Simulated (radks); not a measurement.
**Co²⁶⁺ in 2p1: an all-electron calculation**

An exercise on one series of results from a longer session: the logs are not shown, and one member is left open.

Method: scalar-relativistic Kohn-Sham, exchange-only B88, spin-polarised, spherical densities, finite nucleus; open shells are filled with parallel spins first. Code: radks (a radial shooting solver on a logarithmic mesh, Libxc functionals) version 1.

### The system

- element: cobalt (Z = 27)
- charge: +26
- electrons: 1
- configuration: 2p1
- nuclear rms radius: 3.7875 fm

The outer shells:

Co²⁶⁺
```
2p [↑ ][  ][  ]
```

The first run:

Input:

```text
Z 27
configuration 2p1 1s0 3p0 3d0
relativity scalar-relativistic
functional b88,
spin polarised
nucleus finite rms 3.7875 fm
c 137.035999084
```

One of the session's tables, all rows but one given; the rest of the session is left out.

It belongs to the step «Orbitals and density». Radial density 4πr²ρ:

```
r (bohr)  4πr²ρ (e/bohr)
 0.00598       0.0007839
 0.00824        0.002562
  0.0113               ?
  0.0156         0.02579
  0.0215         0.07760
  0.0294          0.2152
  0.0405          0.5661
  0.0557           1.333
  0.0768           2.689
   0.106           4.376
   0.146           5.301
   0.200           4.276
   0.274           2.027
   0.377          0.4435
   0.519         0.03409
   0.715       0.0006216
```

Q: Estimate the row for r (bohr) = 0.0113 from the others.

Worked estimate for «4πr²ρ (e/bohr)». A straight line through the neighbours (0.00824, 0.002562) and (0.0156, 0.02579) gives 0.002562 + (0.02579 − 0.002562) × (0.0113 − 0.00824) / (0.0156 − 0.00824) = 0.012219; a parabola fitted to 4 rows on both sides gives 0.006580.

As computed: 4πr²ρ (e/bohr): 0.008237. In «4πr²ρ (e/bohr)» the line misses by +0.003982 and the parabola by -0.001657.
